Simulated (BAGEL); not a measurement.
**triplet BGeH4Cl at 5 levels**

We compute a comparison of 5 runs (UHF/STO-3G, UHF/3-21G, ROHF/6-31G*, ROHF/def2-SVP, UHF/def2-SVP) of triplet BGeH4Cl. 

The calculation is run with BAGEL 1.2.2.

1 further run of the same task is left out (it didn't finish). Runs told in other sessions of the task aren't counted.

## (1) Starting point

BGeH4Cl: 7 atoms, total charge 0, spin state triplet. As SMILES of the parent species, `Cl[BH][GeH3]`. The shape is that of a PBE0-D4/def2-TZVP optimisation. That shape belongs to the parent species and isn't relaxed for this state.

Bond lengths: Cl1–B2 1.738 Å, B2–Ge3 2.066 Å, B2–H4 1.193 Å, Ge3–H5 1.539 Å, Ge3–H6 1.539 Å, Ge3–H7 1.537 Å. Angles: Cl1–B2–Ge3 119.4°, Cl1–B2–H4 116.1°, Ge3–B2–H4 124.5°, B2–Ge3–H5 109.7°, B2–Ge3–H6 109.9°, B2–Ge3–H7 112.6°, H5–Ge3–H6 107.5°, H5–Ge3–H7 108.4°, H6–Ge3–H7 108.5°.

## (2) The energy at UHF/STO-3G (density fitting with qzvpp-jkfit) (run 1)

File input.json:

```json
{ "bagel": [

{
  "title": "molecule",
  "basis": "sto-3g",
  "df_basis": "qzvpp-jkfit",
  "angstrom": true,
  "geometry": [
    { "atom": "Cl", "xyz": [      -1.976000,      -1.523900,       0.066800 ] },
    { "atom": "B", "xyz": [      -0.280900,      -1.157900,       0.180500 ] },
    { "atom": "Ge", "xyz": [       0.359600,       0.783200,      -0.117500 ] },
    { "atom": "H", "xyz": [       0.439400,      -2.075400,       0.430000 ] },
    { "atom": "H", "xyz": [      -0.028000,       1.247000,      -1.533300 ] },
    { "atom": "H", "xyz": [      -0.333800,       1.724000,       0.884000 ] },
    { "atom": "H", "xyz": [       1.881000,       0.935000,       0.043800 ] }
  ]
},

{
  "title": "uhf",
  "nopen": 2
},

{
  "title": "print",
  "file": "orbitals.molden",
  "orbitals": true
}

]}
```

Started as:

```sh
$ BAGEL_NUM_THREADS=1 BAGEL input.json > input.out
```

Standard output:

```text
* using 1 threads per process

  ===============================================================
  ===============================================================

  *** Geometry ***

  { "atom" : "Cl", "xyz" : [     -3.734099,     -2.879754,      0.126234 ] },
  { "atom" : "B", "xyz" : [     -0.530824,     -2.188114,      0.341096 ] },
  { "atom" : "Ge", "xyz" : [      0.679546,      1.480034,     -0.222043 ] },
  { "atom" : "H", "xyz" : [      0.830346,     -3.921938,      0.812582 ] },
  { "atom" : "H", "xyz" : [     -0.052912,      2.356488,     -2.897517 ] },
  { "atom" : "H", "xyz" : [     -0.630791,      3.257888,      1.670518 ] },
  { "atom" : "H", "xyz" : [      3.554575,      1.766894,      0.082770 ] },

  Number of auxiliary basis functions:      541

  Since a DF basis is specified, we compute 2- and 3-index integrals:
    o Being stored without compression. Storage requirement is 0.006 GB

  Number of basis functions:       36
  Number of electrons      :       58

    * METHOD: MOLECULE                             0.19

  *** Open-shell HF ***

  === Nuclear Repulsion ===
   209.5720830607

      * DIIS with orbital gradients will be used.

  === UHF iteration (sto-3g) ===
      0      -2532.84800876          0.01386361           0.06
      1      -2532.89117115          0.00422614           0.06
      2      -2532.89540355          0.00151543           0.06
      3      -2532.89624988          0.00055667           0.06
      4      -2532.89641902          0.00029751           0.06
      5      -2532.89651679          0.00012019           0.06
      6      -2532.89653380          0.00004413           0.06
      7      -2532.89653573          0.00001796           0.06
      8      -2532.89653607          0.00000567           0.06
      9      -2532.89653611          0.00000258           0.06
     10      -2532.89653611          0.00000117           0.06
     11      -2532.89653612          0.00000041           0.06
     12      -2532.89653612          0.00000018           0.06
     13      -2532.89653612          0.00000005           0.06
     14      -2532.89653612          0.00000002           0.06
     15      -2532.89653612          0.00000001           0.06
    * SCF iteration converged.

    * S^2 (UHF) is 2.0077

    * Permanent dipole moment:
           (   -0.963852,    -1.166329,     0.113345) a.u.

    * METHOD: UHF                                  1.05

    * METHOD: PRINT                                0.00

  ===============================================================
```

It took 1.4 s on 1 thread of Arm Neoverse V2, shared host.

## (3) A single-point energy at UHF/3-21G (density fitting with qzvpp-jkfit) (run 2)

File hf.json:

```json
{ "bagel": [

{
  "title": "molecule",
  "basis": "3-21g",
  "df_basis": "qzvpp-jkfit",
  "angstrom": true,
  "geometry": [
    { "atom": "Cl", "xyz": [   -1.976000,   -1.523900,    0.066800 ] },
    { "atom": "B", "xyz": [   -0.280900,   -1.157900,    0.180500 ] },
    { "atom": "Ge", "xyz": [    0.359600,    0.783200,   -0.117500 ] },
    { "atom": "H", "xyz": [    0.439400,   -2.075400,    0.430000 ] },
    { "atom": "H", "xyz": [   -0.028000,    1.247000,   -1.533300 ] },
    { "atom": "H", "xyz": [   -0.333800,    1.724000,    0.884000 ] },
    { "atom": "H", "xyz": [    1.881000,    0.935000,    0.043800 ] }
  ]
},
{
  "title": "uhf",
  "nopen": 2
},
{
  "title": "print",
  "file": "orbitals.molden",
  "orbitals": true
}

]}
```

Started as:

```sh
$ BAGEL_NUM_THREADS=1 BAGEL hf.json > hf.out
```

Standard output:

```text
* using 1 threads per process

  ===============================================================
  ===============================================================

  *** Geometry ***

  { "atom" : "Cl", "xyz" : [     -3.734099,     -2.879754,      0.126234 ] },
  { "atom" : "B", "xyz" : [     -0.530824,     -2.188114,      0.341096 ] },
  { "atom" : "Ge", "xyz" : [      0.679546,      1.480034,     -0.222043 ] },
  { "atom" : "H", "xyz" : [      0.830346,     -3.921938,      0.812582 ] },
  { "atom" : "H", "xyz" : [     -0.052912,      2.356488,     -2.897517 ] },
  { "atom" : "H", "xyz" : [     -0.630791,      3.257888,      1.670518 ] },
  { "atom" : "H", "xyz" : [      3.554575,      1.766894,      0.082770 ] },

  Number of auxiliary basis functions:      541

  Since a DF basis is specified, we compute 2- and 3-index integrals:
    o Being stored without compression. Storage requirement is 0.012 GB

  Number of basis functions:       52
  Number of electrons      :       58

    * METHOD: MOLECULE                             0.19

  *** Open-shell HF ***

  === Nuclear Repulsion ===
   209.5720830607

      * DIIS with orbital gradients will be used.

  === UHF iteration (3-21g) ===
      0      -2549.30152865          0.01707885           0.09
      1      -2549.34599034          0.00691539           0.09
      2      -2549.35183305          0.00245693           0.09
      3      -2549.35300590          0.00106581           0.09
      4      -2549.35339738          0.00035573           0.09
      5      -2549.35350530          0.00019121           0.09
      6      -2549.35354644          0.00009147           0.09
      7      -2549.35355570          0.00002518           0.09
      8      -2549.35355640          0.00001037           0.09
      9      -2549.35355662          0.00000496           0.09
     10      -2549.35355665          0.00000211           0.09
     11      -2549.35355666          0.00000110           0.09
     12      -2549.35355666          0.00000066           0.09
     13      -2549.35355666          0.00000032           0.09
     14      -2549.35355666          0.00000011           0.09
     15      -2549.35355666          0.00000006           0.09
     16      -2549.35355666          0.00000004           0.09
     17      -2549.35355666          0.00000002           0.09
     18      -2549.35355666          0.00000001           0.09
    * SCF iteration converged.

    * S^2 (UHF) is 2.0112

    * Permanent dipole moment:
           (   -0.825602,    -0.943941,     0.086968) a.u.

    * METHOD: UHF                                  1.82

    * METHOD: PRINT                                0.00

  ===============================================================
```

Run time: 2.2 s. Hardware: 1 thread of Arm Neoverse V2, shared host; peak memory 0.095 GiB.

Runs 3 to 4 aren't shown in full; the table further down has their settings and results.

## (4) A single-point energy at UHF/def2-SVP (density fitting with qzvpp-jkfit) (run 5)

hf.json, as its differences from that of step 3:

```diff
@@ -4,3 +4,3 @@
   "title": "molecule",
-  "basis": "3-21g",
+  "basis": "svp",
   "df_basis": "qzvpp-jkfit",
```

Started as:

```sh
$ BAGEL_NUM_THREADS=1 BAGEL hf.json > hf.out
```

Standard output:

```text
* using 1 threads per process

  ===============================================================
  ===============================================================

  *** Geometry ***

  { "atom" : "Cl", "xyz" : [     -3.734099,     -2.879754,      0.126234 ] },
  { "atom" : "B", "xyz" : [     -0.530824,     -2.188114,      0.341096 ] },
  { "atom" : "Ge", "xyz" : [      0.679546,      1.480034,     -0.222043 ] },
  { "atom" : "H", "xyz" : [      0.830346,     -3.921938,      0.812582 ] },
  { "atom" : "H", "xyz" : [     -0.052912,      2.356488,     -2.897517 ] },
  { "atom" : "H", "xyz" : [     -0.630791,      3.257888,      1.670518 ] },
  { "atom" : "H", "xyz" : [      3.554575,      1.766894,      0.082770 ] },

  Number of auxiliary basis functions:      541

  Since a DF basis is specified, we compute 2- and 3-index integrals:
    o Being stored without compression. Storage requirement is 0.031 GB

  Number of basis functions:       84
  Number of electrons      :       58

    * METHOD: MOLECULE                             0.24

  *** Open-shell HF ***

  === Nuclear Repulsion ===
   209.5720830607

      * DIIS with orbital gradients will be used.

  === UHF iteration (svp) ===
      0      -2561.26812038          0.01401727           0.16
      1      -2561.31841705          0.00457305           0.16
      2      -2561.32481652          0.00211372           0.16
      3      -2561.32620918          0.00108261           0.16
      4      -2561.32697307          0.00053839           0.15
      5      -2561.32731756          0.00035798           0.16
      6      -2561.32759679          0.00014503           0.15
      7      -2561.32764827          0.00006799           0.15
      8      -2561.32766186          0.00002207           0.16
      9      -2561.32766251          0.00000660           0.16
     10      -2561.32766265          0.00000330           0.16
     11      -2561.32766270          0.00000175           0.16
     12      -2561.32766271          0.00000097           0.16
     13      -2561.32766271          0.00000049           0.15
     14      -2561.32766271          0.00000035           0.15
     15      -2561.32766271          0.00000025           0.16
     16      -2561.32766271          0.00000012           0.16
     17      -2561.32766271          0.00000005           0.15
     18      -2561.32766271          0.00000002           0.15
     19      -2561.32766271          0.00000001           0.16
     20      -2561.32766271          0.00000001           0.15
    * SCF iteration converged.

    * S^2 (UHF) is 2.0139

    * Permanent dipole moment:
           (   -0.565226,    -0.806298,     0.090168) a.u.

    * METHOD: UHF                                  3.47

    * METHOD: PRINT                                0.01

  ===============================================================
```

It took 3.9 s on 1 thread of Arm Neoverse V2, shared host; peak memory 0.14 GiB.

## (5) All runs side by side

```csv
run,level,energy (Eh),dipole moment (D),⟨S²⟩,wall time
1,UHF/STO-3G (density fitting with qzvpp-jkfit),-2532.896536,3.86,2.008,1.4 s
2,UHF/3-21G (density fitting with qzvpp-jkfit),-2549.353557,3.20,2.011,2.2 s
3,"ROHF/6-31G* (density fitting with qzvpp-jkfit, spherical functions)",-2561.434856,3.07,2.000,3.3 s
4,ROHF/def2-SVP (density fitting with qzvpp-jkfit),-2561.323243,2.58,2.000,3.9 s
5,UHF/def2-SVP (density fitting with qzvpp-jkfit),-2561.327663,2.51,2.014,3.9 s
```

## (6) Results

| quantity | value |
| --- | --- |
| run 5: total energy | -2561.32766 Eh |
| run 5: dipole moment | 2.51 D |
| run 5: ⟨S²⟩ | 2.014 |

What this shows: The dipole moment (its size) runs from 2.51 D (UHF/def2-SVP) to 3.86 D (UHF/STO-3G). In run 1 the basis is minimal, so the values are rough. All runs together took 15 s, the longest 3.9 s.
